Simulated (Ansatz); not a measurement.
Task: a check of PAW against all-electron LAPW of Ta, space group P6_3/mmc, with Ansatz 0.2.0, Python API. Give the script and its output. Settings (first run): PBEsol, PAW, the default cutoff (420 eV here), 12×12×6 k-points, Gaussian smearing of 0.1 eV.

```xyz
2
Lattice="2.9004 0.0000 0.0000 -1.4502 2.5118 0.0000 0.0000 0.0000 5.1663" Properties=species:S:1:pos:R:3 pbc="T T T"
Ta    1.4502    0.8373    3.8747
Ta    0.0000    1.6745    1.2916
```

`run_paw_lapw.py`
```python
# -*- coding: utf-8 -*-
"""PAW against all-electron LAPW for Ta."""

import ansatz as az
import numpy as np
from tabulate import tabulate

MESH = (12, 12, 6)
SMEARING_WIDTH = 0.1


def count_gap(report):
    # lowest empty less highest filled band, counting bands; zero where they overlap
    return max(report.get("gap_by_band_count_ev") or 0.0, 0.0)

lattice = az.Lattice.of(
    [2.90037207, 0.0, 0.0],
    [-1.45018604, 2.5117959, 0.0],
    [0.0, 0.0, 5.166274],
)
sites = [
    ("Ta", [2 / 3, 1 / 3, 0.75]),
    ("Ta", [1 / 3, 2 / 3, 0.25]),
]
system = az.Crystal(lattice=lattice)
for symbol, position in sites:
    system = system.atom(symbol, position)

base = (
    system.calculation()
    .functional(az.Functional.PBESOL)
    .kpoints(*MESH)
    .occupations(az.OccupationsMethod.GAUSSIAN, width=SMEARING_WIDTH)
    .stress()
    .forces()
    .band_table()
)
variants = {
    "PAW": base.pseudopotentials("paw"),
    "LAPW": base.pseudopotentials("all_electron", lapw=True),
}
# totals differ by the cores that each treatment holds, so compare what does not depend on them
rows = []
for label, variant in variants.items():
    r = variant.run(threads=1, pin="off").report
    levels = np.array(r["eigenvalues_ev"][0]) - r["fermi_energy_ev"]
    print(label, "levels at the first k-point near E_F:", np.round(levels[np.abs(levels) < 5], 3))
    rows.append((label, r["n_electrons"], np.trace(r["stress_gpa"]) / 3, count_gap(r)))
print(tabulate(rows, headers=["treatment", "electrons in bands", "P GPa", "gap by band count eV"], floatfmt=".4f", tablefmt="github"))
```

```console
$ python run_paw_lapw.py
DeckWarning: basis.ecutwfc = 420 eV, auto-derived from the records' recommended cutoffs: set by Ta (normal level)
PAW levels at the first k-point near E_F: [-4.885 -0.548 -0.093  0.605  0.605  1.167  1.167  2.97 ]
LAPW levels at the first k-point near E_F: [-4.884 -0.551 -0.087  0.602  0.602  1.163  1.163  2.966  2.966]
| treatment   |   electrons in bands |   P GPa |   gap by band count eV |
|-------------|----------------------|---------|------------------------|
| PAW         |              26.0000 | -7.3977 |                 0.0000 |
| LAPW        |              86.0000 | -7.4101 |                 0.0000 |
```
(Warnings from the package without file and line.)

PAW gives -7.398 GPa and LAPW -7.410 GPa, 0.012 GPa apart. They took 2.6 and 39.2 s of processor time.

Caveats:
- The computed bands are complete only to about 1.9 eV above the Fermi level.
- For a metal this k-point mesh is coarse: on a finer one energies can move by several to tens of meV an atom and pressures by half a GPa or more, differences at one mesh by less.
- A gap by band count of zero or less means overlapping bands, a metal.
- At these settings the cell as given stands under about -7 GPa, so it isn't at this functional's equilibrium volume.
- This isn't the structure that Ta takes at ambient conditions.
- Gaps and levels are Kohn-Sham values on a finite set of k-points, without spin-orbit coupling.
- Pressure is positive in compression; the treatments may keep other shells as core, so totals and counts of electrons can differ.
- Processor time in the engine: 42 s on 1 thread of Intel(R) Xeon(R) Processor @ 2.30GHz, on a shared host, peak memory 0.82 GiB.
